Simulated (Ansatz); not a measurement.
# ClGeH₆NSi₂: small, medium and large basis sets

The task here is to estimate one member of a computed series from the others.

Computed with Ansatz 0.2.0, Gaussian basis. Level: one geometry, several basis sets.

The runs, in order: PBE0-D4/def2-SVP; ωB97M-V/def2-SVP; PBE0-D4/def2-QZVPP; ωB97M-V/def2-QZVPP; the functionals' def2-TZVPP values are taken from earlier runs.

## The relaxed structure

An earlier PBE0-D4 in a triple-zeta def2 set relaxation fixed the geometry.

SMILES `[SiH3][N]([SiH3])[Ge][Cl]`, 11 atoms, charge 0, spin multiplicity 1.

Atoms are counted from 1 here; the program's logs count them from 0.

Bond lengths: Si1–N2 1.745 Å, Si1–H6 1.485 Å, Si1–H7 1.485 Å, Si1–H8 1.490 Å, N2–Si3 1.754 Å, N2–Ge4 1.845 Å, Si3–H9 1.491 Å, Si3–H10 1.482 Å, Si3–H11 1.481 Å, Ge4–Cl5 2.212 Å. Angles: N2–Si1–H6 111.3°, N2–Si1–H7 111.3°, N2–Si1–H8 106.8°, H6–Si1–H7 108.7°, H6–Si1–H8 109.3°, H7–Si1–H8 109.3°, Si1–N2–Si3 118.0°, Si1–N2–Ge4 116.8°, Si3–N2–Ge4 125.2°, N2–Si3–H9 105.5°, N2–Si3–H10 111.7°, N2–Si3–H11 111.7°, H9–Si3–H10 108.6°, H9–Si3–H11 108.6°, H10–Si3–H11 110.5°, N2–Ge4–Cl5 97.6°.

Set-up of the first run:

in.yaml reads:

```yaml
crystal:
  periodic: [false, false, false]
  atoms:
    - {symbol: Si, position_ang: [0.881863, 1.470943, -0.169038]}
    - {symbol: N, position_ang: [0.009890, -0.012926, -0.455106]}
    - {symbol: Si, position_ang: [-0.556969, -0.915743, 0.938264]}
    - {symbol: Ge, position_ang: [-0.237698, -0.507336, -2.215658]}
    - {symbol: Cl, position_ang: [-1.345112, -2.385604, -1.840530]}
    - {symbol: H, position_ang: [0.043935, 2.457167, 0.559953]}
    - {symbol: H, position_ang: [2.120132, 1.225386, 0.613766]}
    - {symbol: H, position_ang: [1.243995, 2.022794, -1.504309]}
    - {symbol: H, position_ang: [-0.131150, -0.123690, 2.127535]}
    - {symbol: H, position_ang: [0.070251, -2.255982, 1.013963]}
    - {symbol: H, position_ang: [-2.033837, -1.032009, 0.951858]}
basis:
  gaussian: {orbitals: def2-SVP}
hamiltonian: {xc: pbe0, dispersion: d4}
output: {orbitals: {seedname: orbitals}}
```

Launch:

```bash
ansatz run in.yaml --threads 4 --pin off --events-out ev --progress --plain --max-ram 11315MiB
```

Steps of the session up to this table: PBE0-D4 in def2-SVP; ωB97M-V in def2-SVP; PBE0-D4 in def2-QZVPP; ωB97M-V in def2-QZVPP.

One of the session's tables, all rows but one given; the rest of the session is left out.

It belongs to the step «Functionals by basis». 

```
functional       basis  HOMO (eV)  LUMO (eV)
   PBE0-D4    def2-SVP      -7.66      -2.27
   PBE0-D4  def2-TZVPP      -7.73      -2.37
   PBE0-D4  def2-QZVPP      -7.76      -2.42
   ωB97M-V    def2-SVP          ?          ?
   ωB97M-V  def2-TZVPP      -9.86      -0.47
   ωB97M-V  def2-QZVPP      -9.90      -0.58
```

Estimate the missing values for ωB97M-V, def2-SVP.

**Answer.** HOMO (eV): -9.75; LUMO (eV): -0.32. In the column «HOMO (eV)» it lies between ωB97M-V, def2-TZVPP (-9.86) and PBE0-D4, def2-QZVPP (-7.76).
